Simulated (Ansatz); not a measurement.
# C2H5FOSe, SMILES COC(F)[SeH]: a single point from an input written key by key

With Ansatz 0.2.0, Python API.

Input file `input.yaml`:
```yaml
crystal:
  periodic: [false, false, false]
  atoms:
    - { symbol: C, position_ang: [-0.7077, 0.1912, 1.2299] }
    - { symbol: O, position_ang: [-0.4791, 0.5602, -0.1255] }
    - { symbol: C, position_ang: [0.2549, -0.4657, -0.7285] }
    - { symbol: F, position_ang: [-0.4295, -1.5699, -0.9465] }
    - { symbol: Se, position_ang: [0.9703, 0.1548, -2.4408] }
    - { symbol: H, position_ang: [-1.3917, 1.0517, 1.6493] }
    - { symbol: H, position_ang: [-1.2943, -0.7172, 1.2997] }
    - { symbol: H, position_ang: [0.2157, 0.2036, 1.815] }
    - { symbol: H, position_ang: [1.1699, -0.7317, -0.0477] }
    - { symbol: H, position_ang: [1.7746, 1.2718, -1.702] }
basis:
  gaussian: { orbitals: def2-SVP }
hamiltonian:
  xc: hf
```

Interactive session:
```pycon
>>> import ansatz
>>> session = ansatz.Session.from_deck("input.yaml")
>>> r = session.plan(threads=1).execute().report
>>> print(f"E = {r['free_energy_ev']:.6f} eV = {r['free_energy_ev'] / 27.211386246:.7f} Ha")
E = -72171.318195 eV = -2652.2470242 Ha
>>> print("converged:", r["converged"], " doubts:", r["published_state_doubts"] or "none")
converged: True  doubts: none
>>> symbols = ["C", "O", "C", "F", "Se", "H", "H", "H", "H", "H"]
>>> field = r["mean_field"]
>>> print("<S^2> =", round(abs(field["state"]["spin_squared"]), 4), " all-electron relativity setting:", field["relativity"])
<S^2> = 0.0  all-electron relativity setting: none
>>> print("passes:", field["passes"])
passes: {'evaluations': 12, 'products': 27}
>>> if "symmetry" in field:
...     print("occupied orbitals by irrep:", field["symmetry"]["occupied"])
...
occupied orbitals by irrep: [{'A': 34}, {'A': 34}]
```

Total energies depend on the basis set; only differences at equal settings carry meaning. The geometry is a force-field or estimated start, not a minimum of this method, and the basis set is short of its limit. Timing: 1.7 s on 1 thread of AMD EPYC 9B14 (Zen 4), on a shared host, peak memory 0.27 GiB.
